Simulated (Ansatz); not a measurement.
# WF+ (quintet): wave-function methods side by side, def2-QZVPP

The task here is to estimate one member of a computed series from the others.

Computed with Ansatz 0.2.0, Gaussian basis. Level: def2-QZVPP, core rule «outside noble gas», up to 5 orbitals frozen.

Plan: UHF; ROHF; CCSD(T) on UHF.

## The system

The geometry is a PBE0/def2-TZVP stationary point (not a proven minimum). No spin-orbit coupling is included. Elements past krypton take def2 core potentials.

2 atoms, charge 1, spin multiplicity 5.

Atoms are counted from 1 here; the program's logs count them from 0.

Bond lengths: W1–F2 1.786 Å.

As a file:

```
W     0.0000    0.0000    0.0000
F     0.0000    0.0000    1.7862
```

The first run:

Contents of in.yaml:

```yaml
crystal:
  periodic: [false, false, false]
  atoms:
    - {symbol: W, position_ang: [0.000000, 0.000000, 0.000000]}
    - {symbol: F, position_ang: [0.000000, 0.000000, 1.786200]}
basis:
  gaussian: {orbitals: "def2-QZVPP.json"}
total_charge: 1
magnetization: {spin_polarized: true, initial_magnetization: 4}
hamiltonian: {xc: hf}
output: {orbitals: {seedname: orbitals}}
```

Started as:

```sh
$ ansatz run in.yaml --threads 1 --pin off --events-out ev --progress --plain --max-ram 4096MiB --backend cpu
```

Steps of the session up to this table: UHF; ROHF; CCSD(T) on UHF.

One table of the session follows, with a row left open; its other results are not shown here.

It belongs to the step «Misses and costs». 

| method | from UCCSD(T) (kcal/mol) |
| --- | --- |
| ROHF | +241.75 |
| UHF | ? |
| UMP2 | +9.06 |
| UCCSD | +9.48 |
| UCCSD(T) | 0 |

Q: Estimate the row for UHF from the others.

**Answer.** from UCCSD(T) (kcal/mol): +237.70. In the column «from UCCSD(T) (kcal/mol)» it lies between UCCSD (+9.48) and ROHF (+241.75).
